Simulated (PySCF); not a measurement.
# C4F8: the cost of one run

Programs: PySCF 2.14.0. All values are calculated, for the isolated system unless a continuum is named. Atoms count from 0, parts from 1.

## 1. Starting point

12 atoms, charge 0, multiplicity 1; geometry: GFN1-xTB, MD frame. Parts: 1 = atoms 0–5, `FC(F)=C(F)F`, charge 0; 2 = atoms 6–11, `FC(F)=C(F)F`, charge 0.

## 2. Core holes by ΔSCF: SCAN, X2C

The job: settings as JSON, then the geometry in Å.

```
{"job": {"kind": "xps", "holes": 2}, "charge": 0, "multiplicity": 1, "parts": [{"atoms": "0-5", "charge": 0, "multiplicity": 1}, {"atoms": "6-11", "charge": 0, "multiplicity": 1}]}
F      1.814509    -2.829276     1.714456
C      0.976503    -2.037908     1.112212
F      1.398201    -0.799655     1.044593
C     -0.137973    -2.399205     0.518217
F     -0.705906    -3.585620     0.584095
F     -0.995810    -1.584526    -0.101431
F     -0.802787     2.172419    -1.340999
C     -1.592169     2.772470    -0.496432
F     -2.884385     2.764864    -0.779275
C     -1.091186     3.127472     0.655075
F      0.212535     3.117473     0.912552
F     -1.846920     3.754510     1.586220
```

Level: delta-SCF UKS SCAN, pcX-2 on the ionised atom, pcseg-1 elsewhere, spin-free X2C.

Run with:

```sh
OMP_NUM_THREADS=1 python cluster_run.py task.json out
```

The driver reads the jobs from task.json and runs them one after another.

Q: Estimate the wall time and peak memory of this first job on 1 thread of Intel Xeon Platinum 8259CL at 2.50GHz, shared host.

About 50 s, with a peak of 0.53 GiB.
